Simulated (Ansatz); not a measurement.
**Ta3Ru: further runs on the relaxed cell**

The task here is to estimate one member of a computed series from the others.

Computed with Ansatz 0.2.0 (DFT PBEsol, scalar-relativistic, plane waves, PAW, unless a step's input says otherwise).

1 further run of the same task is left out (set aside as unsound or not needed).

**Starting point**

It takes space group Cmmm (No. 65, orthorhombic). Conventional cell: a = 3.269 Å, b = 4.636 Å, c = 8.746 Å, α = 90.00°, β = 90.00°, γ = 90.00°. Ta (site symmetry mm2) is surrounded by 2 Ru at 2.64 Å and 6 Ta at 2.83 to 2.84 Å. Around Ta (site symmetry mmm) lie 8 Ta at 2.83 to 2.84 Å. Ru (site symmetry mmm) has 4 Ta at 2.64 Å and 4 Ru at 2.84 Å as nearest neighbours.

As a file:

```xyz
4
Lattice="1.6346 -2.3180 0.0000 1.6346 2.3180 0.0000 0.0000 0.0000 8.7458" Properties=species:S:1:pos:R:3 pbc="T T T"
Ta    1.6346    0.0000    6.6779
Ta    0.0000    0.0000    4.3729
Ta    1.6346    0.0000    2.0679
Ru    0.0000    0.0000    0.0000
```

It goes back to an entry of the Materials Project, which need not be the stable form.

It is the result of an earlier relaxation at this level (volume 16.57 Å³/atom; gap on the mesh: none (metal)).

Set-up of the first run:

The input, input.yaml:

```yaml
crystal:
  lattice:
    - [1.6181098406, -2.294630727, 0.0]
    - [1.6181098406, 2.294630727, 0.0]
    - [0.0, 0.0, 8.6574251098]
  atoms:
    - { symbol: Ta, position: [0.5, 0.5, 0.7635524507] }
    - { symbol: Ta, position: [0.0, 0.0, 0.5] }
    - { symbol: Ta, position: [0.5, 0.5, 0.2364475493] }
    - { symbol: Ru, position: [0.0, 0.0, 0.0] }
basis:
  ecutwfc: 420
kpoints:
  mp_grid: { grid: [16, 16, 6] }
hamiltonian:
  xc: pbesol
scf:
  occupations: { method: gaussian, width: 0.1 }
output:
  forces: true
  stress: true
  eigenvalues: true
relax:
  adjacent_minimum: "off"
  f_tol: 0.01
  max_steps: 30
  cell: { stress_tol: 0.1, fix: [volume] }
```

Command:

```
ansatz run input.yaml --threads 1 --pin off --max-ram 2560MiB --backend cpu --events-out ev --progress --plain --runs-dir out
```

Steps of the session up to this table: The cell scaled to 0.97 of its volume; Point at V/V0 = 1.03; Volume × 0.94; Point at V/V0 = 1.06; Volume × 0.91; The cell scaled to 1.10 of its volume; The cell scaled to 0.88 of its volume.

One of the session's tables, all rows but one given; the rest of the session is left out.

It belongs to the step «Energy against volume». 

```
volume (Å³/atom)  energy above the lowest point (meV/atom)  pressure (GPa)
          14.581                                     212.8           38.33
          15.078                                     112.9           26.41
          15.575                                      47.4           16.21
          16.072                                         ?               ?
          16.569                                       0.0            0.00
          17.067                                      10.3           -6.41
          17.564                                      39.1          -11.88
          18.226                                     101.4          -17.98
```

Q: Estimate the row for volume (Å³/atom) = 16.072 from the others.

Worked estimate for «energy above the lowest point (meV/atom)». A straight line through the neighbours (15.575, 47.4) and (16.569, 0.0) gives 47.4 + (0.0 − 47.4) × (16.072 − 15.575) / (16.569 − 15.575) = 23.7; a parabola fitted to 4 rows on both sides gives 11.1.

The run gave: energy above the lowest point (meV/atom): 11.2; pressure (GPa): 7.47. In «energy above the lowest point (meV/atom)» the line misses by +12.5 and the parabola by -0.1.
